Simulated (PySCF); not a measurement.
# C6H12Se: the cost of one run

Programs: PySCF 2.14.0, with density-fitted response routines of our own. Each step states its level of theory. These are calculated values for one molecule, in the gas phase or a continuum, unless marked as measured. Atoms count from 0, in the outputs and in this text.

## (1) The starting structure

19 atoms, charge 0, multiplicity 1; geometry from: GFN2-xTB. The atoms were then displaced at random by about 0.01 Å, so the start is not that level's minimum.

Bonds of the start (Å): C0–C1 1.50, C1–C2 1.54, C1–C3 1.55, C3–C4 1.51, C4–C5 1.53, C5–Se6 1.97, Se6–C3 2.00, C0–H7 1.10, C0–H8 1.10, C0–H9 1.10, C1–H10 1.10, C2–H11 1.07, C2–H12 1.07, C2–H13 1.09, C3–H14 1.09, C4–H15 1.07, C4–H16 1.08, C5–H17 1.08, C5–H18 1.10.

## (2) Optimising the geometry at PBE0-D3(BJ)/def2-SVP

What the job is given:

```
{"job": {"xc": "PBE0", "basis": "def2-SVP", "d3": "d3bj", "grid": 1, "shake": 0.01, "kind": "geom"}, "charge": 0, "multiplicity": 1}
C     -1.718490     0.934120     0.984490
C     -0.866970    -0.167670     0.435210
C     -1.633040    -0.983440    -0.621680
C      0.437350     0.411060    -0.176240
C      1.514410    -0.573730    -0.574040
C      2.715500     0.256990    -0.104900
Se     1.631590     1.391950     1.088630
H     -1.160920     1.561440     1.695280
H     -2.066070     1.617660     0.191930
H     -2.620360     0.554580     1.487460
H     -0.589500    -0.825220     1.275890
H     -1.889640    -0.347440    -1.445410
H     -1.023720    -1.784470    -0.995520
H     -2.533390    -1.402040    -0.174930
H      0.159370     1.085690    -0.987870
H      1.532780    -0.816020    -1.614860
H      1.435750    -1.473100     0.019110
H      3.146830     0.870140    -0.884510
H      3.497800    -0.303450     0.422720
```

Launch:

```sh
> OMP_NUM_THREADS=1 python probes_run.py task.json out
```

The driver reads the jobs from task.json and runs them one after another.

**Question.** How long does this first job take on 1 thread of Intel Xeon 6975P-C, shared host, and how much memory does it need?

About 42 s, with a peak of 0.76 GiB.
